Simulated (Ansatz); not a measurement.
**GeCO+ (doublet): the correlation ladder, cc-pVDZ**

The task here is to estimate one member of a computed series from the others.

Computed with Ansatz 0.2.0, Gaussian basis. Level: cc-pVDZ, core rule «outside noble gas», up to 16 orbitals frozen.

Plan: UHF; CCSD(T) on ROHF; CCSD(T) on UHF; BCCD(T) on ROHF; CISD as a restricted active space (open shells left free, so some higher excitations enter); CCSDT(Q) on ROHF; CCSDT(Q) on UHF; CASSCF and MRCISD+Q, 11 electrons in 11 orbitals; CASSCF and NEVPT2, 11 electrons in 11 orbitals.

13 further runs of the same task are left out: 5 that didn't finish, 8 set aside as unsound or not needed. Runs told in other sessions of the task aren't counted.

## The geometry

The geometry is a PBE0/def2-TZVP stationary point (not a proven minimum) of the parent state, kept for this charge and spin. No spin-orbit coupling is included. The filled d shell of Ge may be among the frozen orbitals whatever the setting's name suggests.

3 atoms, charge 1, spin multiplicity 2.

Atoms are counted from 1 here; the program's logs count them from 0.

Bond lengths: Ge1–C2 1.922 Å, C2–O3 1.153 Å. Angles: Ge1–C2–O3 180.0°.

Set-up of the first run:

The input, in.yaml:

```yaml
crystal:
  periodic: [false, false, false]
  atoms:
    - {symbol: Ge, position_ang: [0.000000, 0.000000, 1.665367]}
    - {symbol: C, position_ang: [0.000000, 0.000000, -0.256233]}
    - {symbol: O, position_ang: [0.000000, 0.000000, -1.409133]}
basis:
  gaussian: {orbitals: cc-pVDZ}
total_charge: 1
magnetization: {spin_polarized: true, initial_magnetization: 1}
hamiltonian: {xc: hf}
output: {orbitals: {seedname: orbitals}}
```

Launch:

```bash
$ ansatz run in.yaml --threads 1 --pin off --events-out ev --progress --plain --max-ram 2393MiB
```

Among the steps run: UHF; CCSD(T) on ROHF; CCSD(T) on UHF; BCCD(T) on ROHF; CISD as a restricted active space (open shells left free, so some higher excitations enter); CCSDT(Q) on ROHF; CCSDT(Q) on UHF; CASSCF and MRCISD+Q, 11 electrons in 11 orbitals; CASSCF and NEVPT2, 11 electrons in 11 orbitals.

One of the session's tables, all rows but one given; the rest of the session is left out.

| method | from UCCSDT(Q) (kJ/mol) |
| --- | --- |
| ROHF | +1013.6 |
| UHF | +1003.4 |
| RMP2 | +83.3 |
| UMP2 | +88.4 |
| RCCSD | +47.0 |
| UCCSD | +46.5 |
| RCCSD(T) | +6.9 |
| UCCSD(T) | +7.0 |
| BCCD(T) | +6.7 |
| RCCSDT | +4.7 |
| UCCSDT | +4.5 |
| RCCSDT(Q) | +0.8 |
| UCCSDT(Q) | 0 |
| CASSCF valence | +543.2 |
| NEVPT2 valence | ? |
| MRCISD valence | +39.5 |
| MRCISD+Q valence | +6.7 |

Estimate the missing values for NEVPT2 valence.

**Answer.** from UCCSDT(Q) (kJ/mol): +104.2. In the column «from UCCSDT(Q) (kJ/mol)» it lies between UMP2 (+88.4) and CASSCF valence (+543.2).

Not comparable, so not listed: CISD as a restricted active space (open shells left free, so some higher excitations enter) (they don't share determinant, frozen orbitals or solution with the rows shown, or repeat one).

To keep in mind: Restricted and unrestricted rows rest on different reference determinants; a gap between their highest levels can come from leftover correlation error, from unlike frozen cores or from another state.
